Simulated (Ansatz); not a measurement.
# AsHF2 (quintet): wave-function methods side by side, cc-pVDZ

An exercise on one series of results from a longer session: the logs are not shown, and one member is left open.

Computed with Ansatz 0.2.0, Gaussian basis. Level: cc-pVDZ, core rule «outside noble gas», up to 16 orbitals frozen.

To be run: UHF; CCSD(T) on ROHF; CCSD(T) on UHF; BCCD(T) on ROHF; CISD as a restricted active space (open shells left free, so some higher excitations enter); CCSDT(Q) on ROHF; CCSDT(Q) on UHF; CASSCF and MRCISD+Q, 20 electrons in 13 orbitals; CASSCF and NEVPT2, 20 electrons in 13 orbitals.

14 further runs of the same task are left out: 8 for a known fault of the program, 6 set aside as unsound or not needed. Runs told in other sessions of the task aren't counted.

## The system

The geometry is a PBE0/def2-TZVP stationary point (not a proven minimum) of the parent state, kept for this charge and spin. No spin-orbit coupling is included. The filled d shell of As may be among the frozen orbitals whatever the setting's name suggests.

4 atoms, charge 0, spin multiplicity 5.

Atoms are counted from 1 here; the program's logs count them from 0.

Bond lengths: As1–F2 1.793 Å, As1–F3 1.793 Å, As1–H4 1.510 Å. Angles: F2–As1–F3 161.7°, F2–As1–H4 99.2°, F3–As1–H4 99.2°.

The first run:

The input, in.yaml:

```yaml
crystal:
  periodic: [false, false, false]
  atoms:
    - {symbol: As, position_ang: [0.000000, -0.081970, 0.000000]}
    - {symbol: F, position_ang: [0.000000, 0.203857, -1.769710]}
    - {symbol: F, position_ang: [0.000000, 0.203857, 1.769710]}
    - {symbol: H, position_ang: [0.000000, -1.591993, 0.000000]}
basis:
  gaussian: {orbitals: cc-pVDZ}
magnetization: {spin_polarized: true, initial_magnetization: 4}
hamiltonian: {xc: hf}
output: {orbitals: {seedname: orbitals}}
```

The run is started by

```console
$ ansatz run in.yaml --threads 1 --pin off --events-out ev --progress --plain --max-ram 4096MiB --backend cpu
```

Steps of the session up to this table: UHF; CCSD(T) on ROHF; CCSD(T) on UHF; BCCD(T) on ROHF; CISD as a restricted active space (open shells left free, so some higher excitations enter); CCSDT(Q) on ROHF; CCSDT(Q) on UHF; CASSCF and MRCISD+Q, 20 electrons in 13 orbitals; CASSCF and NEVPT2, 20 electrons in 13 orbitals.

One table of the session follows, with a row left open; its other results are not shown here.

| method | from RCCSDT(Q) (meV) |
| --- | --- |
| ROHF | +13635.3 |
| UHF | +13174.7 |
| RMP2 | +702.7 |
| UMP2 | +923.7 |
| RCCSD | +433.5 |
| UCCSD | ? |
| RCCSD(T) | +85.7 |
| UCCSD(T) | +80.5 |
| BCCD(T) | +84.6 |
| RCCSDT | +43.6 |
| UCCSDT | +29.5 |
| RCCSDT(Q) | 0 |
| UCCSDT(Q) | -22.8 |
| CASSCF valence | +12160.8 |
| NEVPT2 valence | +1664.5 |
| MRCISD valence | +1245.5 |
| MRCISD+Q valence | +242.9 |

**Question.** Estimate the row for UCCSD.

As computed: from RCCSDT(Q) (meV): +395.0. In the column «from RCCSDT(Q) (meV)» it lies between MRCISD+Q valence (+242.9) and RCCSD (+433.5).

Caveats from the session: Restricted and unrestricted rows rest on different reference determinants; a gap between their highest levels can come from leftover correlation error, from unlike frozen cores or from another state.
